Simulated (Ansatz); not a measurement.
Crystal: RbLaMg6.

```
CELL_PARAMETERS angstrom
5.42779 0.00000 0.00000
0.00000 3.61559 6.03105
0.00000 -3.61559 6.03105
ATOMIC_POSITIONS crystal
La 0.50000 0.34261 0.34261
Rb 0.00000 0.14880 0.14880
Mg 0.00000 0.66696 0.66696
Mg 0.00000 0.16383 0.66071
Mg 0.00000 0.66071 0.16383
Mg 0.50000 0.84607 0.84607
Mg 0.50000 0.37016 0.80086
Mg 0.50000 0.80086 0.37016
```

The cell comes from a database or a generator and needn't be the stable form of this composition.

```yaml
Program: Ansatz 0.2.0
Task: single point
Functional: PBE
Potentials_or_basis: Ansatz PAW
Cutoff: "420 eV (not typed: the program's choice for these potentials)"
k_mesh: 5 × 5 × 5
Occupations: fermi-dirac, width 0.05 eV
Spin: no spin polarisation
```

On this cell: pressure 0.0 GPa; largest force 0.056 eV/Å; band gap on the k mesh none (metal or under the smearing width).

The same run follows on a disturbed copy (atoms moved at random, drawn with an rms of 0.05 Å):

```
CELL_PARAMETERS angstrom
5.42779 0.00000 0.00000
0.00000 3.61559 6.03105
0.00000 -3.61559 6.03105
ATOMIC_POSITIONS crystal
La 0.49218 0.34496 0.34528
Rb 0.98925 0.13816 0.14829
Mg 0.00002 0.66421 0.65830
Mg 0.00392 0.15809 0.66071
Mg 0.00684 0.66711 0.16094
Mg 0.50552 0.85129 0.84261
Mg 0.49869 0.36063 0.80084
Mg 0.49918 0.79946 0.36421
```

What does the disturbed cell give?

The energy (extrapolated to zero smearing) moves by +4.7 meV/atom; pressure 0.1 GPa; largest force 0.326 eV/Å; band gap on the k mesh none (metal or under the smearing width).

Forces in eV/Å, atoms in the order of the input:
```
La   0.253  0.071 -0.193
Rb   0.108  0.181  0.203
Mg   0.015 -0.095  0.034
Mg  -0.105  0.025 -0.075
Mg  -0.134 -0.119 -0.253
Mg  -0.030 -0.047  0.002
Mg  -0.051  0.000  0.150
Mg  -0.055 -0.015  0.131
```

Stress tensor (GPa, compression positive):
```
 0.08 -0.02 -0.11
-0.02  0.24  0.03
-0.11  0.03  0.05
```
